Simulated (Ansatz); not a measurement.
# Cl2GaHO (SMILES [OH][Ga]([Cl])[Cl]): a rigid scan of the dihedral angle H5–O1–Ga2–Cl3

How does the energy rise as the dihedral angle H5–O1–Ga2–Cl3 leaves its equilibrium value, and do density functionals follow CCSD(T)? No other atom is relaxed.

Program: Ansatz 0.2.0, Gaussian basis. Level of theory: single points in def2-TZVPP. These are calculated values, not measurements.

Levels: PBE-D4, r2SCAN-D4, PBE0-D4, B3LYP-D4, wB97M-V, Hartree-Fock, MP2, CCSD, CCSD(T). The scan takes -171.0, -151.0, -131.0, -111.0, -91.0, -71.0, -51.0, -31.0, -11.0°.

Correlated methods freeze the cores. Filled d shells of the heavier atoms are correlated. B3LYP uses VWN-RPA correlation.

28 further runs of the same task are left out: 28 set aside as unsound or not needed.

## Step 1: The system as given

The minimum, relaxed at PBE0-D4: SMILES `[OH][Ga]([Cl])[Cl]`, 5 atoms, charge 0, spin multiplicity 1.

Atoms are counted from 1 here; the program's logs count them from 0.

Bond lengths: O1–Ga2 1.765 Å, O1–H5 0.961 Å, Ga2–Cl3 2.109 Å, Ga2–Cl4 2.123 Å. Angles: Ga2–O1–H5 112.9°, O1–Ga2–Cl3 118.8°, O1–Ga2–Cl4 120.6°, Cl3–Ga2–Cl4 120.6°.

Geometry (Å):

```
O     0.2545    1.3546    0.2459
Ga    0.1185   -0.3945    0.0568
Cl    1.5000   -1.6349    1.0577
Cl   -1.4079   -1.2363   -1.1558
H    -0.4152    1.8374   -0.2460
```

Energies of the minimum (eV), from earlier single points: PBE-D4 -79472.12843, r2SCAN-D4 -79489.51704, PBE0-D4 -79475.16714, B3LYP-D4 -79494.62345, wB97M-V -79487.78521, CCSD(T) -79424.69028.

At the minimum the dihedral angle H5–O1–Ga2–Cl3 is 180.0°.

## Step 2: H5–O1–Ga2–Cl3 = -171.0°

ccsdt-tzvpp/in.yaml

```yaml
crystal:
  periodic: [false, false, false]
  atoms:
    - {symbol: O, position_ang: [0.254504, 1.354583, 0.245863]}
    - {symbol: Ga, position_ang: [0.118504, -0.394549, 0.056807]}
    - {symbol: Cl, position_ang: [1.304874, -1.643127, 1.274297]}
    - {symbol: Cl, position_ang: [-1.215097, -1.228145, -1.369884]}
    - {symbol: H, position_ang: [-0.415175, 1.837449, -0.246004]}
basis:
  gaussian: {orbitals: def2-TZVPP}
correlation: {method: ccsd_t}
```

No record of the launch command was kept for these runs.

Further steps of the session: H5–O1–Ga2–Cl3 = -151.0°; H5–O1–Ga2–Cl3 = -131.0°; H5–O1–Ga2–Cl3 = -111.0°; H5–O1–Ga2–Cl3 = -91.0°; H5–O1–Ga2–Cl3 = -71.0°; H5–O1–Ga2–Cl3 = -51.0°; H5–O1–Ga2–Cl3 = -31.0°; H5–O1–Ga2–Cl3 = -11.0°.

Q: Predict the outcome of this session. Wanted: highest point, CCSD(T); lowest point, CCSD(T); RMS deviation from CCSD(T); largest T1 diagnostic.

**Answer**, as computed:

| quantity | value |
| --- | --- |
| highest point, CCSD(T) | 189 meV at -91.0° |
| lowest point, CCSD(T) | 0 meV at 180.0° |
| RMS deviation from CCSD(T) | PBE-D4 1, r2SCAN-D4 1, PBE0-D4 6, B3LYP-D4 4, wB97M-V 4, Hartree-Fock 16, MP2 1, CCSD 2 meV |
| largest T1 diagnostic | 0.012 |

**Reading.** Over the points sampled the torsion costs at most 189 meV, a hindered rotation that is fast at room temperature. A rigid scan overstates barriers, since nothing else may give way. r2SCAN-D4 follows the CCSD(T) curve best and Hartree-Fock worst.
